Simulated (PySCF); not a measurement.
# C7H11NSi: the cost of one run

The runs use PySCF 2.14.0, with density-fitted response routines of our own; the level of theory stands in each step. All values are computed, except where a source is named. Atoms count from 0, in the outputs and in this text.

### Step 1. Starting geometry

20 atoms, charge 0, multiplicity 1; geometry from: GFN2-xTB. The atoms were then displaced at random by about 0.01 Å, so the start is not that level's minimum.

Bonds of the start (Å): Si0–N1 1.73, N1–C2 1.43, C2–C3 1.53, C3–C4 1.54, C4–C5 1.32, C5–C6 1.52, C6–C7 1.51, C7–C8 1.31, C6–C2 1.54, C8–C3 1.56, Si0–H9 1.43, Si0–H10 1.47, Si0–H11 1.49, N1–H12 1.01, C2–H13 1.11, C3–H14 1.06, C4–H15 1.06, C5–H16 1.07, C6–H17 1.08, C7–H18 1.09, C8–H19 1.09.

### Step 2. Relaxing the molecule at PBE0-D3(BJ)/def2-SVP

The job: settings as JSON, then the geometry in Å.

```
{"job": {"xc": "PBE0", "basis": "def2-SVP", "d3": "d3bj", "grid": 1, "shake": 0.01, "kind": "geom"}, "charge": 0, "multiplicity": 1}
Si     2.996600     0.257740    -0.018870
N      1.431620    -0.477190    -0.147880
C      0.209230     0.081650     0.340970
C     -0.626480     0.901960    -0.647770
C     -1.076900    -0.232470    -1.580720
C     -1.230750    -1.310220    -0.831040
C     -0.909550    -0.936450     0.607000
C     -1.977380     0.057750     1.013250
C     -1.839720     1.146150     0.295880
H      3.911040    -0.757190    -0.433480
H      3.119100     0.662960     1.389290
H      3.155960     1.484410    -0.850220
H      1.233760    -1.066590    -0.947040
H      0.452120     0.671190     1.247820
H     -0.221190     1.763810    -1.112100
H     -1.229750    -0.086260    -2.617730
H     -1.539310    -2.285940    -1.130200
H     -0.728830    -1.747800     1.296980
H     -2.735560    -0.161560     1.769410
H     -2.445040     2.049440     0.278050
```

On the command line:

```sh
$ OMP_NUM_THREADS=1 python probes_run.py task.json out
```

The driver reads the jobs from task.json and runs them one after another.

Q: Estimate the wall time and peak memory of this first job on 1 thread of Arm Neoverse V1, shared host.

About 1.8 min, with a peak of 0.77 GiB.
